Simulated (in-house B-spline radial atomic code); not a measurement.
**Ga²⁺: a fraction of an electron moved 3p → 4s**

Aim: the energy of Ga²⁺ as a fraction of an electron is moved 3p → 4s, to see how far it bends away from a straight line.

Program: in-house B-spline radial atomic code version 1. Level of theory: non-relativistic BHandHLYP, spin-polarised, spherical fractional occupations, point nucleus, basis-set limit. These are calculated values, not measurements, unless marked.

### Step 1. Starting point

| Item | Value |
| --- | --- |
| element | gallium (Z = 31) |
| charge | +2 |
| electrons | 29 |
| configuration | [Ar] 3d10 4s1 |
| Hamiltonian | non-relativistic |
| nucleus | point |

Outer shells as boxes (Hund's rule):

[Ar] 3d10 4s1
```
[Ar] core
3d [↑↓][↑↓][↑↓][↑↓][↑↓]
4s [↑ ]
```

Where spins are not typed, each open shell is filled with up spins first.

### Step 2. The start, at fraction 0

Input settings:

```ini
Z = 31
electrons = 29.0
configuration = [Ar] 3d10 4s1
hamiltonian = nr
method = bhandhlyp
spin_polarised = True
```

### Step 3. 0.125 electron moved 3p → 4s

Input settings:

```ini
Z = 31
electrons = 29.0
configuration = [Ne] 3s2 3p5.875 3d10 4s1.125
hamiltonian = nr
method = bhandhlyp
spin_polarised = True
```

### Step 4. 0.25 electron moved 3p → 4s

Input settings:

```ini
Z = 31
electrons = 29.0
configuration = [Ne] 3s2 3p5.75 3d10 4s1.25
hamiltonian = nr
method = bhandhlyp
spin_polarised = True
```

### Step 5. 0.375 electron moved 3p → 4s

Input settings:

```ini
Z = 31
electrons = 29.0
configuration = [Ne] 3s2 3p5.625 3d10 4s1.375
hamiltonian = nr
method = bhandhlyp
spin_polarised = True
```

### Step 6. 0.5 electron moved 3p → 4s

Input settings:

```ini
Z = 31
electrons = 29.0
configuration = [Ne] 3s2 3p5.5 3d10 4s1.5
hamiltonian = nr
method = bhandhlyp
spin_polarised = True
```

### Step 7. 0.625 electron moved 3p → 4s

Input settings:

```ini
Z = 31
electrons = 29.0
configuration = [Ne] 3s2 3p5.375 3d10 4s1.625
hamiltonian = nr
method = bhandhlyp
spin_polarised = True
```

### Step 8. 0.75 electron moved 3p → 4s

Input settings:

```ini
Z = 31
electrons = 29.0
configuration = [Ne] 3s2 3p5.25 3d10 4s1.75
hamiltonian = nr
method = bhandhlyp
spin_polarised = True
```

### Step 9. 0.875 electron moved 3p → 4s

Input settings:

```ini
Z = 31
electrons = 29.0
configuration = [Ne] 3s2 3p5.125 3d10 4s1.875
hamiltonian = nr
method = bhandhlyp
spin_polarised = True
```

### Step 10. 1 electron moved 3p → 4s

Input settings:

```ini
Z = 31
electrons = 29.0
configuration = [Ne] 3s2 3p5 3d10 4s2
hamiltonian = nr
method = bhandhlyp
spin_polarised = True
```

Q: How does the energy change with the fraction, and which way and how far does it bend from the straight line between the ends?

**Answer**, as computed:

| fraction | energy change (eV) | less the straight line (eV) | level 3p down (eV) | level 4s down (eV) | sum of <r²> (bohr²) |
| --- | --- | --- | --- | --- | --- |
| 0 | 0.0000 | 0.0000 | -130.24 | empty | 17.783 |
| 0.125 | 13.4574 | 0.2202 | -130.70 | -23.254 | 18.207 |
| 0.25 | 26.8605 | 0.3862 | -131.16 | -24.172 | 18.607 |
| 0.375 | 40.2036 | 0.4921 | -131.62 | -25.125 | 18.984 |
| 0.5 | 53.4824 | 0.5338 | -132.07 | -26.103 | 19.339 |
| 0.625 | 66.6937 | 0.5078 | -132.51 | -27.098 | 19.674 |
| 0.75 | 79.8347 | 0.4117 | -132.95 | -28.105 | 19.991 |
| 0.875 | 92.9032 | 0.2431 | -133.38 | -29.123 | 20.291 |
| 1 | 105.8973 | 0.0000 | -133.80 | -30.150 | 20.577 |

What this shows: From fraction 0 to 1 the energy changes by 105.897 eV. It bulges over the straight line by up to 0.53 eV (at 0.5). Slater's transition state, the slope from the orbital energies at fraction 0.5 (Janak's theorem), gives 105.964 eV for the whole step. Here exact exchange is taken at spherical fractional occupations, which leaves self-interaction in open p, d and f shells; that spoils the energies somewhat, at whole numbers too.
